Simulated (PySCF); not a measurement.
# One shape, several levels: CH8OSi2 (SMILES C[SiH2][SiH2]O)

Wanted: a comparison of 6 runs (HF/STO-3G, TPSSh/6-31+G*, B3LYP/cc-pVDZ, CAM-B3LYP/cc-pVDZ, PBE0/def2-SVP, PBE0/6-311+G**) of CH8OSi2. The job is set up through a Python script.

The results are computed with PySCF 2.14.0.

### Step 1. The molecule

CH8OSi2 has 12 atoms, charge 0, and is taken as a singlet. SMILES: `C[SiH2][SiH2]O`. The coordinates come from a PBE0-D4/def2-TZVP relaxation. This is one conformer, not always the lowest.

Bond lengths: C1–Si2 1.878 Å, Si2–Si3 2.348 Å, Si3–O4 1.656 Å, C1–H5 1.092 Å, C1–H6 1.092 Å, C1–H7 1.092 Å, Si2–H8 1.491 Å, Si2–H9 1.494 Å, Si3–H10 1.495 Å, Si3–H11 1.486 Å, O4–H12 0.958 Å. Some angles: C1–Si2–Si3 111.4°, Si2–Si3–O4 112.9°, C1–Si2–H8 110.3°, C1–Si2–H9 109.9°, Si3–Si2–H8 109.8°, Si3–Si2–H9 108.3°, Si2–C1–H5 110.9°, Si2–C1–H6 110.7°, Si2–C1–H7 110.8°, Si2–Si3–H10 108.5°.

### Step 2. Energy and gradient at HF/STO-3G (run 1)

The input, calc.py:

```python
from pyscf import gto

mol = gto.M(
    atom='''
C       -1.363900       1.513800      -0.148900
Si      -0.392800       0.194400       0.769900
Si       0.929600      -1.075200      -0.697500
O        1.869100      -2.191700       0.084900
H       -0.692800       2.186400      -0.687200
H       -1.958800       2.110300       0.546100
H       -2.043300       1.060200      -0.874000
H       -1.318500      -0.701500       1.520400
H        0.506600       0.832900       1.777800
H        1.768000      -0.141100      -1.510100
H        0.088400      -1.859400      -1.638400
H        2.426500      -1.874200       0.796300
''',
    basis='sto-3g',
    max_memory=1860,
    charge=0,
    verbose=4,
)

mf = mol.RHF()
mf.conv_tol = 1e-10
mf.kernel()
if not mf.converged:
    mf = mf.newton().run(mf.mo_coeff, mf.mo_occ)

etot = mf.e_tot
print(f'total energy: {etot:.8f} hartree')
grad = mf.nuc_grad_method().kernel()
mf.analyze()
```

On the command line:

```bash
OMP_NUM_THREADS=1 python calc.py
```

The program printed:

```text
PySCF version 2.14.0

[... 65 lines left out ...]
total energy: -687.13913981 hartree
[... 17 lines left out ...]
DFT Exchange-Correlation Energy =      -57.432499920246187
[... 7 lines left out ...]
MO #6   energy= -5.94461569459877  occ= 2
[... 5 lines left out ...]
MO #12  energy= -3.96912113715147  occ= 2
[... 5 lines left out ...]
MO #18  energy= -0.524052282399922 occ= 2
[... 5 lines left out ...]
MO #24  energy= -0.350508262698053 occ= 2
[... 5 lines left out ...]
MO #30  energy= 0.536641655015468  occ= 0
[... 5 lines left out ...]
MO #36  energy= 0.759845266625472  occ= 0
[... 51 lines left out ...]
Dipole moment(X, Y, Z, Debye):  0.00983,  1.25217,  0.45170
```

Run time: 5.1 s. Hardware: 1 thread of Intel Xeon at 2.70GHz, shared host; peak memory 0.12 GiB.

### Step 3. Energy and forces at TPSSh/6-31+G(d) (spherical functions) (run 2)

The input, calc.py:

```python
from pyscf import gto, dft

mol = gto.M(
    atom='''
C     -1.363900     1.513800    -0.148900
Si    -0.392800     0.194400     0.769900
Si     0.929600    -1.075200    -0.697500
O      1.869100    -2.191700     0.084900
H     -0.692800     2.186400    -0.687200
H     -1.958800     2.110300     0.546100
H     -2.043300     1.060200    -0.874000
H     -1.318500    -0.701500     1.520400
H      0.506600     0.832900     1.777800
H      1.768000    -0.141100    -1.510100
H      0.088400    -1.859400    -1.638400
H      2.426500    -1.874200     0.796300
''',
    spin=0,
    charge=0,
    basis='6-31+g*',
    max_memory=1860,
    verbose=4,
)

mf = dft.RKS(mol, xc='tpssh')
mf.grids.level = 5
mf.conv_tol = 1e-10
mf.kernel()
if not mf.converged:
    mf = mf.newton().run(mf.mo_coeff, mf.mo_occ)

e_tot = mf.e_tot
print('Final energy', e_tot)
grad = mf.nuc_grad_method().kernel()
dip = mf.dip_moment()
pop, q = mf.mulliken_pop()
```

On the command line:

```bash
OMP_NUM_THREADS=1 python calc.py
```

The program printed:

```text
PySCF version 2.14.0

[... 79 lines left out ...]
converged SCF energy = -697.171958716307
Final energy -697.1719587163069
[... 12 lines left out ...]
Dipole moment(X, Y, Z, Debye): -0.05426,  1.66684,  0.53369
[... 109 lines left out ...]
charge of   11H =      0.47344
```

Wall time 96 s (1 thread of Intel Xeon at 2.70GHz, shared host); peak memory 0.95 GiB.

### Step 4. Energy and gradient at B3LYP/cc-pVDZ (run 3)

The input, geometry.xyz:

```xyz
12
CH8OSi2
C     -1.363900     1.513800    -0.148900
Si    -0.392800     0.194400     0.769900
Si     0.929600    -1.075200    -0.697500
O      1.869100    -2.191700     0.084900
H     -0.692800     2.186400    -0.687200
H     -1.958800     2.110300     0.546100
H     -2.043300     1.060200    -0.874000
H     -1.318500    -0.701500     1.520400
H      0.506600     0.832900     1.777800
H      1.768000    -0.141100    -1.510100
H      0.088400    -1.859400    -1.638400
H      2.426500    -1.874200     0.796300
```

The input, calc.py:

```python
from pyscf import gto, dft

mol = gto.M(
    atom='geometry.xyz',
    charge=0,
    basis='cc-pvdz',
    spin=0,
    max_memory=1860,
    verbose=3,
)

myscf = dft.RKS(mol, xc='b3lyp')
myscf.conv_tol = 1e-10
myscf.grids.level = 5
myscf.kernel()
if not myscf.converged:
    myscf = myscf.newton().run(myscf.mo_coeff, myscf.mo_occ)

etot = myscf.e_tot
print('E = %.10f Eh' % etot)
grad = myscf.nuc_grad_method().kernel()
myscf.analyze()
```

On the command line:

```bash
OMP_NUM_THREADS=1 python calc.py
```

The program printed:

```text
converged SCF energy = -697.198686237865
[... 22 lines left out ...]
MO #13  energy= -1.00327848765515  occ= 2
[... 12 lines left out ...]
MO #26  energy= -0.00874880510410669 occ= 0
[... 12 lines left out ...]
MO #39  energy= 0.296796294815875  occ= 0
[... 12 lines left out ...]
MO #52  energy= 0.529865668288211  occ= 0
[... 12 lines left out ...]
MO #65  energy= 0.914695338980909  occ= 0
[... 12 lines left out ...]
MO #78  energy= 1.48161300615886   occ= 0
[... 12 lines left out ...]
MO #91  energy= 1.95015734085995   occ= 0
[... 12 lines left out ...]
MO #104 energy= 3.63223936752451   occ= 0
[... 13 lines left out ...]
Dipole moment(X, Y, Z, Debye):  0.03388,  1.37511,  0.51387
```

Run time: 62 s. Hardware: 1 thread of Intel Xeon at 2.70GHz, shared host; peak memory 1 GiB.

Runs 4 to 5 aren't shown in full; the table further down has their settings and results.

### Step 5. Energy and forces at PBE0/6-311+G(d,p) (run 6)

The input, calc.py:

```python
# C[SiH2][SiH2]O
from pyscf import gto, dft

mol = gto.M(
    atom='''
C     -2.577397     2.860667    -0.281380
Si    -0.742284     0.367363     1.454900
Si     1.756689    -2.031834    -1.318084
O      3.532087    -4.141713     0.160438
H     -1.309202     4.131697    -1.298620
H     -3.701596     3.987889     1.031979
H     -3.861277     2.003488    -1.651621
H     -2.491604    -1.325643     2.873140
H      0.957335     1.573953     3.359555
H      3.341036    -0.266640    -2.853675
H      0.167052    -3.513757    -3.096127
H      4.585420    -3.541725     1.504789
''',
    spin=0,
    basis='6-311+g**',
    max_memory=1860,
    unit='bohr',
    verbose=4,
)

mf = dft.RKS(mol, xc='pbe0')
mf.grids.level = 5
mf.conv_tol = 1e-10
mf.kernel()
if not mf.converged:
    mf = mf.newton().run(mf.mo_coeff, mf.mo_occ)

e_tot = mf.e_tot
print('E = %.10f Eh' % e_tot)
grad = mf.nuc_grad_method().kernel()
mf.analyze()
```

On the command line:

```bash
OMP_NUM_THREADS=1 python calc.py
```

The program printed:

```text
PySCF version 2.14.0

[... 99 lines left out ...]
DFT Exchange-Correlation Energy =      -58.531162468949560
[... 20 lines left out ...]
MO #19  energy= -0.426132832779613 occ= 2
[... 18 lines left out ...]
MO #38  energy= 0.0900683345379839 occ= 0
[... 18 lines left out ...]
MO #57  energy= 0.344602360430518  occ= 0
[... 18 lines left out ...]
MO #76  energy= 0.743729536868844  occ= 0
[... 18 lines left out ...]
MO #95  energy= 1.40294697008537   occ= 0
[... 18 lines left out ...]
MO #114 energy= 2.06552585604297   occ= 0
[... 18 lines left out ...]
MO #133 energy= 3.21809566048248   occ= 0
[... 18 lines left out ...]
MO #152 energy= 141.352654905404   occ= 0
[... 167 lines left out ...]
Dipole moment(X, Y, Z, Debye): -0.11833,  1.71430,  0.49157
```

Run time: 2.3 min. Hardware: 1 thread of Intel Xeon at 2.70GHz, shared host; peak memory 1.8 GiB.

### Step 6. The series

```tsv
run	level	integration grid	energy (Eh)	dipole moment (D)	HOMO energy (eV)	LUMO energy (eV)	wall time
1	HF/STO-3G	–	-687.139140	1.33	-7.78	10.84	5.1 s
2	TPSSh/6-31+G* (spherical functions)	5	-697.171959	1.75	-7.04	-0.92	96 s
3	B3LYP/cc-pVDZ	5	-697.198686	1.47	-7.21	-0.24	62 s
4	CAM-B3LYP/cc-pVDZ	5	-697.107615	1.50	-8.71	1.00	2.1 min
5	PBE0/def2-SVP	5	-696.511815	1.54	-7.52	-0.09	81 s
6	PBE0/6-311+G**	5	-696.835584	1.79	-7.66	-0.69	2.3 min
```

### Step 7. Results

```
                       quantity          value
            run 6: total energy  -696.83558 Eh
           run 6: dipole moment         1.79 D
             run 6: HOMO energy       -7.66 eV
             run 6: LUMO energy       -0.69 eV
           run 6: HOMO–LUMO gap        6.97 eV
run 6: largest force on an atom     0.468 eV/Å
```

**Reading.** The dipole moment (its size) runs from 1.33 D (HF/STO-3G) to 1.79 D (PBE0/6-311+G**). The two ends differ in method and basis. The HOMO–LUMO gap runs from 6.12 eV (TPSSh/6-31+G*) to 18.63 eV (HF/STO-3G). Totals of different functionals can't be ranked against each other. In run 1 the basis is minimal, so the values are rough. All runs together took 8.5 min, the longest 2.3 min.
